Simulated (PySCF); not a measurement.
**RuHOH: structure of the singlet**

Where does singlet RuHOH go from a bent start, is the end point a minimum, and what are its modes, charges and moments?

Program: PySCF 2.14.0. Level of theory: PBE0, basis Ru def2-TZVP with ECP28, H def2-TZVP, O def2-TZVP, scalar-relativistic core potentials, no spin–orbit coupling, density fitting. These are calculated values, not measurements.

## 1. The system as given

4 atoms, charge 0, spin multiplicity 1.

Bond lengths: Ru1–H2 1.570 Å, Ru1–O3 1.880 Å, O3–H4 0.960 Å. Angles: H2–Ru1–O3 110.0°, Ru1–O3–H4 130.0°.

```xyz
4
charge 0 multiplicity 1
Ru    0.0000    0.0000    0.0000
H     1.2861    0.0000    0.9005
O    -1.5400    0.0000    1.0783
H    -2.0455    0.7354    1.4323
```

## 2. The SCF at the typed geometry

One driver script runs all steps and calls PySCF; scf.py shows how it sets up the SCF of each step. The optimiser is the driver's own. After this first run the driver tries any further starts and a stability analysis.

The input, scf.py:

```python
from pyscf import gto, scf, dft
mol = gto.M(atom='''
Ru     0.000000     0.000000     0.000000
H      1.286100     0.000000     0.900500
O     -1.540000     0.000000     1.078300
H     -2.045500     0.735400     1.432300''',
    basis={'Ru': 'def2-TZVP', 'H': 'def2-TZVP', 'O': 'def2-TZVP'},
    ecp={'Ru': 'def2-TZVP'},
    charge=0, spin=0)
mf = dft.RKS(mol, xc='PBE0')
mf.grids.atom_grid = (50, 194)
aux = {'Ru': 'def2-universal-JKFIT', 'H': 'def2-universal-JKFIT', 'O': 'def2-universal-JKFIT'}
mf = mf.density_fit(auxbasis=aux)
mf.conv_tol = 1e-08
mf.diis_space = 10
mf.max_cycle = 60
mf.init_guess = 'minao'
mf.verbose = 4
mf.kernel()
```

The run is started by

```
OMP_NUM_THREADS=2 python axn.py task.json out
```

The program printed, cut to the lines that bear on the results:

```text
[... the frontier levels of the middle cycles are left out ...]
init E= -163.325017771583
  HOMO = -0.622931707506465  LUMO = -0.58576277873885  gap/eV = 1.01142
cycle= 1 E= -170.589888100821  delta_E= -7.26  |g|= 1.63  |ddm|=    4
  HOMO = 0.0641346902103582  LUMO = 0.0729824237457825  gap/eV = 0.24076
cycle= 2 E= -163.844509396151  delta_E= 6.75  |g|=  3.9  |ddm|= 7.07
  HOMO = -0.346819578059684  LUMO = -0.285029457988021  gap/eV = 1.68139
cycle= 3 E= -170.30901072036  delta_E= -6.46  |g|= 2.01  |ddm|= 7.04
cycle= 4 E= -171.031945531318  delta_E= -0.723  |g|= 0.674  |ddm|= 0.866
cycle= 5 E= -171.149163000904  delta_E= -0.117  |g|= 0.101  |ddm|= 0.585
cycle= 6 E= -171.150672830671  delta_E= -0.00151  |g|= 0.0579  |ddm|= 0.0869
cycle= 7 E= -171.151379975934  delta_E= -0.000707  |g|= 0.0189  |ddm|= 0.0407
cycle= 8 E= -171.151524951546  delta_E= -0.000145  |g|= 0.00927  |ddm|= 0.0234
cycle= 9 E= -171.151643549411  delta_E= -0.000119  |g|= 0.00415  |ddm|= 0.0358
cycle= 10 E= -171.151690174347  delta_E= -4.66e-05  |g|= 0.00252  |ddm|= 0.0219
cycle= 11 E= -171.151731120311  delta_E= -4.09e-05  |g|= 0.00158  |ddm|= 0.0289
cycle= 12 E= -171.151749389296  delta_E= -1.83e-05  |g|= 0.00103  |ddm|= 0.0184
cycle= 13 E= -171.151763038322  delta_E= -1.36e-05  |g|= 0.000657  |ddm|= 0.0191
cycle= 14 E= -171.151770700696  delta_E= -7.66e-06  |g|= 0.000409  |ddm|= 0.0177
cycle= 15 E= -171.151772485771  delta_E= -1.79e-06  |g|= 0.000308  |ddm|= 0.00699
cycle= 16 E= -171.151773544047  delta_E= -1.06e-06  |g|= 0.000217  |ddm|= 0.00768
cycle= 17 E= -171.151773704512  delta_E= -1.6e-07  |g|= 8.28e-05  |ddm|= 0.00252
cycle= 18 E= -171.151773727623  delta_E= -2.31e-08  |g|= 2.42e-05  |ddm|= 0.00117
cycle= 19 E= -171.151773729108  delta_E= -1.49e-09  |g|= 1.62e-05  |ddm|= 0.000218
  HOMO = -0.20121595050102  LUMO = -0.116403227884501  gap/eV = 2.30787
Extra cycle  E= -171.151773729407  delta_E= -2.99e-10  |g|= 1.59e-05  |ddm|= 4.94e-05
converged SCF energy = -171.151773729407
```

This step, with its further starts and checks, took 6.9 s on 2 threads of Arm Neoverse V1, shared host.

The starts that the driver tried:

| start | energy (Eh) |
| --- | --- |
| the minimal-basis guess | -171.151774 |
| a thermally smeared density | -171.151774 |
| a smeared PBE density | -171.151774 |

No lower closed-shell solution turned up from the other starts or in the test of internal stability.

## 3. Relaxing the singlet from the bent start

The program finds C1 symmetry in the start. The walk stops when the largest gradient is under 0.0003 Eh/bohr and the energy has settled too.

scf.py: that of step 2 with these lines changed.

```diff
@@ -3,4 +3,4 @@
-Ru     0.000000     0.000000     0.000000
-H      1.286100     0.000000     0.900500
-O     -1.540000     0.000000     1.078300
-H     -2.045500     0.735400     1.432300''',
+Ru     0.211796    -0.006181    -0.163436
+H      1.497896    -0.006181     0.737064
+O     -1.328204    -0.006181     0.914864
+H     -1.833704     0.729219     1.268864''',
@@ -17 +16,0 @@
-mf.init_guess = 'minao'
```

Steps of the walk:

| step | energy (Eh) | change (kJ/mol) | largest gradient (Eh/bohr) |
| --- | --- | --- | --- |
| 0 | -171.151774 | 0.00 | 0.01875 |
| 1 | -171.151788 | -0.04 | 0.04351 |
| 2 | -171.156105 | -11.37 | 0.00592 |
| 3 | -171.156620 | -12.72 | 0.00463 |
| 4 | -171.156822 | -13.25 | 0.00490 |
| 5 | -171.156878 | -13.40 | 0.00194 |
| 6 | -171.156949 | -13.59 | 0.00142 |
| 7 | -171.157049 | -13.85 | 0.00232 |
| 8 | -171.157285 | -14.47 | 0.03024 |
| 9 | -171.157833 | -15.91 | 0.00934 |
| 10 | -171.159032 | -19.06 | 0.01365 |
| 11 | -171.159789 | -21.04 | 0.01738 |
| 12 | -171.160478 | -22.85 | 0.01767 |
| 13 | -171.161480 | -25.48 | 0.01807 |
| 14 | -171.161772 | -26.25 | 0.01072 |
| 15 | -171.162008 | -26.87 | 0.01018 |
| 16 | -171.163996 | -32.09 | 0.00769 |
| 17 | -171.164556 | -33.56 | 0.00666 |
| 18 | -171.164941 | -34.57 | 0.00603 |
| 19 | -171.165033 | -34.81 | 0.00196 |
| 20 | -171.165056 | -34.87 | 0.00121 |
| 21 | -171.165067 | -34.90 | 0.00028 |
| 22 | -171.165068 | -34.90 | 0.00004 |

The walk took 37 s.

Geometry (Å) and forces (eV/Å) at some steps:

```
step 0
Ru   0.212  -0.006  -0.163  -0.727   0.046   0.963
H    1.498  -0.006   0.737   0.082   0.139  -0.195
O   -1.328  -0.006   0.915   0.244  -0.505  -0.827
H   -1.834   0.729   1.269   0.401   0.321   0.059
step 1
Ru   0.198  -0.090  -0.145  -0.662   0.074   0.356
H    1.470   0.083   0.773  -0.133  -0.016   0.016
O   -1.438  -0.035   0.747   0.029   2.179   1.492
H   -1.682   0.752   1.382   0.766  -2.237  -1.865
step 11
Ru   0.125  -0.168  -0.257   0.460  -0.122   0.894
H    1.162   0.202   0.925  -0.549   0.012  -0.752
O   -1.406  -0.003   0.694   0.101   0.889   0.051
H   -1.334   0.680   1.395  -0.012  -0.779  -0.194
step 22
Ru   0.148  -0.267  -0.212   0.001  -0.001  -0.001
H    1.104   0.276   0.885   0.001   0.001  -0.002
O   -1.403   0.137   0.612  -0.001   0.002   0.002
H   -1.302   0.565   1.473   0.000  -0.002   0.001
```

End point (Cs, 22 steps, 34.9 kJ/mol gained): O–H 0.967 Å, Ru–H 1.553 Å, Ru–O 1.802 Å; H–O–Ru 114.6°, H–Ru–O 97.4°.

## 4. Is it a minimum? Harmonic modes

On the finer grid the gradient is checked again; gradients at displacements of ±0.02 bohr then give force constants and infrared intensities.

scf.py: that of step 3 with these lines changed.

```diff
@@ -3,4 +3,4 @@
-Ru     0.211796    -0.006181    -0.163436
-H      1.497896    -0.006181     0.737064
-O     -1.328204    -0.006181     0.914864
-H     -1.833704     0.729219     1.268864''',
+Ru     0.211016    -0.065590    -0.133117
+H      1.167246     0.477839     0.962651
+O     -1.339861     0.339508     0.689695
+H     -1.239132     0.765952     1.551289''',
@@ -11 +11 @@
-mf.grids.atom_grid = (50, 194)
+mf.grids.atom_grid = (75, 302)
@@ -14 +14 @@
-mf.conv_tol = 1e-08
+mf.conv_tol = 1e-10
```

This SCF starts from the last density.

Log of the central SCF (cycles and frontier levels):

```text
init E= -171.165076321058
  HOMO = -0.21245153128181  LUMO = -0.11068555213982  gap/eV = 2.76919
cycle= 1 E= -171.16507632106  delta_E= -1.56e-12  |g|= 4.12e-07  |ddm|= 1.68e-06
  HOMO = -0.212451506097366  LUMO = -0.110685521807056  gap/eV = 2.76919
Extra cycle  E= -171.16507632106  delta_E= -5.68e-14  |g|= 5.25e-07  |ddm|= 1.48e-06
converged SCF energy = -171.16507632106
```

The whole step took 61 s.

Geometry: Cs; O–H 0.967 Å, Ru–H 1.553 Å, Ru–O 1.802 Å; H–O–Ru 114.6°, H–Ru–O 97.4°.

Modes, for the most abundant isotopes:

```json
{"symmetry": "a''", "ω (cm⁻¹)": "601", "IR (km/mol)": "219"}
{"symmetry": "a'", "ω (cm⁻¹)": "613", "IR (km/mol)": "86.2"}
{"symmetry": "a'", "ω (cm⁻¹)": "709", "IR (km/mol)": "132"}
{"symmetry": "a'", "ω (cm⁻¹)": "871", "IR (km/mol)": "55.9"}
{"symmetry": "a'", "ω (cm⁻¹)": "2142", "IR (km/mol)": "111"}
{"symmetry": "a'", "ω (cm⁻¹)": "3778", "IR (km/mol)": "88.4"}
```

Every mode is real; the point is a minimum.

Properties at this point:

| Property | Result |
| --- | --- |
| Dipole moment | 1.40 D |
| Highest occupied level | -5.78 eV |
| Lowest empty level | -3.01 eV |
| Rotational constants | 5.447, 0.3444, 0.3239 cm⁻¹ |
| Zero-point energy | 52.1 kJ/mol |
| Principal polarisabilities | 44.0, 45.1, 52.0 bohr³ |
| Atomisation energy without zero-point energy | 919 kJ/mol |
| Principal traceless quadrupole moments about the centre of mass | -5.12, -3.69, 8.81 D Å |
| Entropy at 298.15 K and 1 bar | 259.9 J/(mol K) |
| Heat capacity Cp at 298.15 K | 47.5 J/(mol K) |
| Enthalpy at 298.15 K above 0 K | 11.18 kJ/mol |
| Rotational symmetry number | 1 |

Charges (e) and bond orders:

| atom | Mulliken | Löwdin | polar tensor | Mayer order to Ru1 |
| --- | --- | --- | --- | --- |
| Ru1 | 0.34 | 0.12 | 0.88 | – |
| H2 | -0.04 | -0.04 | -0.27 | 0.98 |
| O3 | -0.66 | -0.25 | -0.89 | 1.24 |
| H4 | 0.36 | 0.17 | 0.28 | 0.00 |

Outer orbital energies (eV). occupied: -27.74, -14.30, -10.93, -10.19, -9.06, -6.36, -6.13, -5.78; empty: -3.01, -1.87, -0.83, 0.41.

Mulliken populations on Ru1 (outside its core potential): s 2.63, p 6.12, d 6.90, f 0.01.

## 5. A spin-polarised start

A stability analysis found the closed shell of the lowest minimum unstable towards spin polarisation, so the unrestricted solution is followed.

The program finds Cs symmetry in the start, which may break.

scf.py: that of step 4 with these lines changed.

```diff
@@ -10,2 +10,2 @@
-mf = dft.RKS(mol, xc='PBE0')
-mf.grids.atom_grid = (75, 302)
+mf = dft.UKS(mol, xc='PBE0')
+mf.grids.atom_grid = (50, 194)
@@ -14 +14 @@
-mf.conv_tol = 1e-10
+mf.conv_tol = 1e-08
```

The optimiser's trace:

| step | energy (Eh) | change (kJ/mol) | largest gradient (Eh/bohr) |
| --- | --- | --- | --- |
| 0 | -171.188498 | 0.00 | 0.01742 |
| 1 | -171.189304 | -2.12 | 0.00324 |
| 2 | -171.189352 | -2.24 | 0.00058 |
| 3 | -171.189352 | -2.24 | 0.00155 |
| 4 | -171.189366 | -2.28 | 0.00068 |
| 5 | -171.189370 | -2.29 | 0.00033 |
| 6 | -171.189372 | -2.29 | 0.00011 |

The walk took 22 s.

Geometry (Å) and forces (eV/Å) at some steps:

```
step 0
Ru   0.211  -0.066  -0.133   0.816  -0.275  -0.566
H    1.167   0.478   0.963   0.152   0.038   0.075
O   -1.340   0.340   0.690  -0.896   0.287   0.594
H   -1.239   0.766   1.551  -0.072  -0.050  -0.103
step 1
Ru   0.223  -0.063  -0.139   0.119  -0.047  -0.092
H    1.188   0.473   0.959   0.068   0.011   0.012
O   -1.359   0.336   0.700  -0.167   0.005   0.005
H   -1.254   0.772   1.551  -0.020   0.032   0.076
step 3
Ru   0.227  -0.057  -0.140  -0.063   0.012   0.045
H    1.208   0.466   0.956   0.004   0.001  -0.017
O   -1.368   0.328   0.704   0.080   0.020   0.006
H   -1.269   0.780   1.550  -0.021  -0.033  -0.034
step 6
Ru   0.226  -0.064  -0.133   0.005   0.000  -0.004
H    1.216   0.470   0.950  -0.003   0.000  -0.004
O   -1.366   0.341   0.698   0.002  -0.001   0.003
H   -1.277   0.770   1.556  -0.004   0.001   0.005
```

After 6 steps and 2.3 kJ/mol it ends at Cs: O–H 0.963 Å, Ru–H 1.561 Å, Ru–O 1.841 Å; H–O–Ru 114.8°, H–Ru–O 99.2°.

## 6. Hessian and properties

The same treatment as at the point before.

scf.py: that of step 5 with these lines changed.

```diff
@@ -3,4 +3,4 @@
-Ru     0.211016    -0.065590    -0.133117
-H      1.167246     0.477839     0.962651
-O     -1.339861     0.339508     0.689695
-H     -1.239132     0.765952     1.551289''',
+Ru     0.217196    -0.065743    -0.133659
+H      1.207943     0.468964     0.946678
+O     -1.375552     0.341786     0.695472
+H     -1.288537     0.766634     1.555560''',
@@ -11 +11 @@
-mf.grids.atom_grid = (50, 194)
+mf.grids.atom_grid = (75, 302)
@@ -14 +14 @@
-mf.conv_tol = 1e-08
+mf.conv_tol = 1e-10
```

Log of the central SCF (cycles and frontier levels):

```text
init E= -171.189386357096
[... the frontier-level lines of each cycle are left out ...]
cycle= 1 E= -171.18938635711  delta_E= -1.46e-11  |g|= 6.11e-06  |ddm|= 1.01e-05
Extra cycle  E= -171.189386357101  delta_E= 9.49e-12  |g|= 1.04e-05  |ddm|= 1.28e-05
converged SCF energy = -171.189386357101  <S^2> = 0.98630211  2S+1 = 2.2237825
```

The whole step took 1.9 min on 2 threads of Arm Neoverse V1, shared host.

Geometry: Cs; O–H 0.963 Å, Ru–H 1.560 Å, Ru–O 1.841 Å; H–O–Ru 114.9°, H–Ru–O 99.3°.

Harmonic modes (main isotopes):

```json
{"ω (cm⁻¹)": "330", "IR (km/mol)": "155", "μ (u)": "1.09"}
{"ω (cm⁻¹)": "564", "IR (km/mol)": "95.6", "μ (u)": "1.04"}
{"ω (cm⁻¹)": "679", "IR (km/mol)": "111", "μ (u)": "12.28"}
{"ω (cm⁻¹)": "856", "IR (km/mol)": "40.4", "μ (u)": "1.11"}
{"ω (cm⁻¹)": "2124", "IR (km/mol)": "120", "μ (u)": "1.02"}
{"ω (cm⁻¹)": "3825", "IR (km/mol)": "78.6", "μ (u)": "1.07"}
```

Every mode is real; the point is a minimum.

The SCF density has lower symmetry than the nuclear frame, so the modes carry no labels.

Constants and moments:

```yaml
Dipole_moment: 1.65 D
Highest_occupied_level: -6.21 eV
Lowest_empty_level: -2.40 eV
Rotational_constants: 5.455, 0.3296, 0.3108 cm⁻¹
Zero-point_energy: 50.1 kJ/mol
Principal_polarisabilities: 36.6, 43.1, 45.7 bohr³
Atomisation_energy_without_zero-point_energy: 983 kJ/mol
Principal_traceless_quadrupole_moments_about_the_centre_of_mass: -5.64, -1.05, 6.69 D Å
Entropy_at_298.15_K_and_1_bar: 264.2 J/(mol K)
Heat_capacity_Cp_at_298.15_K: 50.7 J/(mol K)
Enthalpy_at_298.15_K_above_0_K: 11.89 kJ/mol
Rotational_symmetry_number: 1
Spin_squared_⟨S²⟩: 0.986
```

Charges (e) and bond orders:

```tsv
atom	Mulliken	Löwdin	polar tensor	spin (Mulliken)	Mayer order to Ru1
Ru1	0.40	0.18	0.85	0.00	–
H2	-0.04	-0.03	-0.26	0.00	0.99
O3	-0.70	-0.31	-0.84	0.00	1.08
H4	0.34	0.16	0.25	0.00	0.01
```

Mulliken populations on Ru1 (outside its core potential): s 2.54, p 6.16, d 6.89, f 0.01.

## 7. The points found, side by side

| spin | group | bonds | imaginary modes (cm⁻¹) | ΔE (kJ/mol) | with zero-point energy |
| --- | --- | --- | --- | --- | --- |
| broken-symmetry (Ms = 0) | Cs (density of lower symmetry) | O–H 0.963 Å, Ru–H 1.560 Å, Ru–O 1.841 Å | none | 0.0 | 0.0 |
| singlet | Cs | O–H 0.967 Å, Ru–H 1.553 Å, Ru–O 1.802 Å | none | 63.8 | 65.8 |

## 8. Results

```
                                          quantity                                                                 value
                                           minimum                                          broken-symmetry (Ms = 0), Cs
                                          geometry  O–H 0.963 Å, Ru–H 1.560 Å, Ru–O 1.841 Å; H–O–Ru 114.9°, H–Ru–O 99.3°
                                wavenumbers (cm⁻¹)                                        330, 564, 679, 856, 2124, 3825
                                     dipole moment                                                                1.65 D
highest occupied, lowest empty level (either spin)                                                       -6.21, -2.40 eV
                        polar-tensor charge of Ru1                                                               +0.85 e
                                 zero-point energy                                                           50.1 kJ/mol
                               entropy at 298.15 K                                                       264.2 J/(mol K)
         atomisation energy (no zero-point energy)                                                            983 kJ/mol
                                              ⟨S²⟩                                                                 0.986
```

In words: From C1 at the start the molecule goes to a Cs minimum. The determinant is spin-contaminated (⟨S²⟩ = 0.99 against 0.00), so it is no pure spin state. The strongest infrared band lies at 330 cm⁻¹. Other starts or spin states, not run here, may lie lower. The SCF density has lower symmetry than the nuclear frame.

The search up to here took 4.1 min.
